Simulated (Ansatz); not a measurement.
# MoSi2: the cost of one run

Method: DFT PBEsol, scalar-relativistic, plane waves, PAW, in Ansatz 0.2.0.

## 1. Starting point

It takes space group I4/mmm (No. 139, tetragonal). The conventional cell has a = 3.211 Å, b = 3.211 Å, c = 7.887 Å, α = 90.00°, β = 90.00°, γ = 90.00°. Si (site symmetry 4mm) has 5 Si at 2.62 to 2.63 Å and 5 Mo at 2.62 to 2.63 Å as nearest neighbours. Mo (site symmetry 4/mmm) has 10 Si at 2.62 to 2.63 Å as nearest neighbours.

Coordinates:

```xyz
3
Lattice="-1.6053 1.6053 3.9436 1.6053 -1.6053 3.9436 1.6053 1.6053 -3.9436" Properties=species:S:1:pos:R:3 pbc="T T T"
Si    0.0000    0.0000    2.6264
Si    0.0000    0.0000    5.2607
Mo    0.0000    0.0000    0.0000
```

## 2. Full relaxation

The input, input.yaml:

```yaml
crystal:
  lattice:
    - [-1.6053156537, 1.6053156537, 3.9435582355]
    - [1.6053156537, -1.6053156537, 3.9435582355]
    - [1.6053156537, 1.6053156537, -3.9435582355]
  atoms:
    - { symbol: Si, position: [0.333, 0.333, 0.0] }
    - { symbol: Si, position: [0.667, 0.667, 0.0] }
    - { symbol: Mo, position: [0.0, 0.0, 0.0] }
basis:
  ecutwfc: 420
  ecutrho_ratio: 4
kpoints:
  mp_grid: { grid: [14, 14, 14] }
hamiltonian:
  xc: pbesol
scf:
  occupations: { method: gaussian, width: 0.05 }
output:
  forces: true
  stress: true
  eigenvalues: true
relax:
  f_tol: 0.01
  max_steps: 60
  cell: { stress_tol: 0.04 }
```

Launch:

```sh
ansatz run input.yaml --threads 8 --pin off --max-ram 15360MiB --backend cpu --events-out ev --progress --plain --runs-dir out
```

What time and memory should one allow on 8 threads of Intel Xeon at 2.50GHz (Skylake/Cascade Lake), shared host?

About 15 s, with a peak of 0.54 GiB.
